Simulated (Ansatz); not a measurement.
# ClH₃NO₂Si radical: small, medium and large basis sets

Aim: see how fast density functionals converge with the basis set for ClH₃NO₂Si radical.

Method: one geometry, several basis sets; program: Ansatz 0.2.0, Gaussian basis.

The runs, in order: PBE0-D4/def2-SVP; ωB97M-V/def2-SVP; PBE0-D4/def2-QZVPP; ωB97M-V/def2-QZVPP; the functionals' def2-TZVPP values are taken from earlier runs.

### 1 The geometry

All runs share one geometry, relaxed beforehand with PBE0-D4 in a triple-zeta def2 set.

SMILES `[NH][Si](O)(O)Cl`, 8 atoms, charge 0, spin multiplicity 2.

Atoms are counted from 1 here; the program's logs count them from 0.

Bond lengths: N1–Si2 1.731 Å, N1–H6 1.020 Å, Si2–O3 1.625 Å, Si2–O4 1.628 Å, Si2–Cl5 2.048 Å, O3–H7 0.958 Å, O4–H8 0.960 Å. Angles: Si2–N1–H6 116.3°, N1–Si2–O3 104.8°, N1–Si2–O4 107.9°, N1–Si2–Cl5 115.9°, O3–Si2–O4 114.7°, O3–Si2–Cl5 109.3°, O4–Si2–Cl5 104.5°, Si2–O3–H7 118.0°, Si2–O4–H8 116.6°.

### 2 PBE0-D4 in def2-SVP

File in.yaml:

```yaml
crystal:
  periodic: [false, false, false]
  atoms:
    - {symbol: N, position_ang: [-0.891349, 0.629033, 1.216841]}
    - {symbol: Si, position_ang: [0.027104, 0.060218, -0.135098]}
    - {symbol: O, position_ang: [1.543755, -0.091777, 0.427399]}
    - {symbol: O, position_ang: [-0.649648, -1.327170, -0.650891]}
    - {symbol: Cl, position_ang: [0.034508, 1.271469, -1.787080]}
    - {symbol: H, position_ang: [-1.437679, 1.476793, 1.067138]}
    - {symbol: H, position_ang: [2.262890, -0.069654, -0.205628]}
    - {symbol: H, position_ang: [-0.797481, -2.006012, 0.011418]}
basis:
  gaussian: {orbitals: def2-SVP}
magnetization: {spin_polarized: true, initial_magnetization: 1}
hamiltonian: {xc: pbe0, dispersion: d4}
output: {orbitals: {seedname: orbitals}}
```

Run with:

```sh
$ ansatz run in.yaml --threads 4 --pin off --events-out ev --progress --plain --max-ram 10444MiB
```

The runs that follow: ωB97M-V in def2-SVP; PBE0-D4 in def2-QZVPP; ωB97M-V in def2-QZVPP.

**Question.** What will the summary of the whole plan be? Wanted: PBE0-D4: double and triple zeta above quadruple; ωB97M-V: double and triple zeta above quadruple.

As calculated:

```
                                       quantity           value
PBE0-D4: double and triple zeta above quadruple  15.58, 0.98 eV
ωB97M-V: double and triple zeta above quadruple  15.63, 0.93 eV
```

For PBE0-D4 the step from double to triple zeta gains 14.59 eV and the next only 0.98 eV. These are total energies; as a rule much of such shifts cancels in differences, which this series doesn't test.
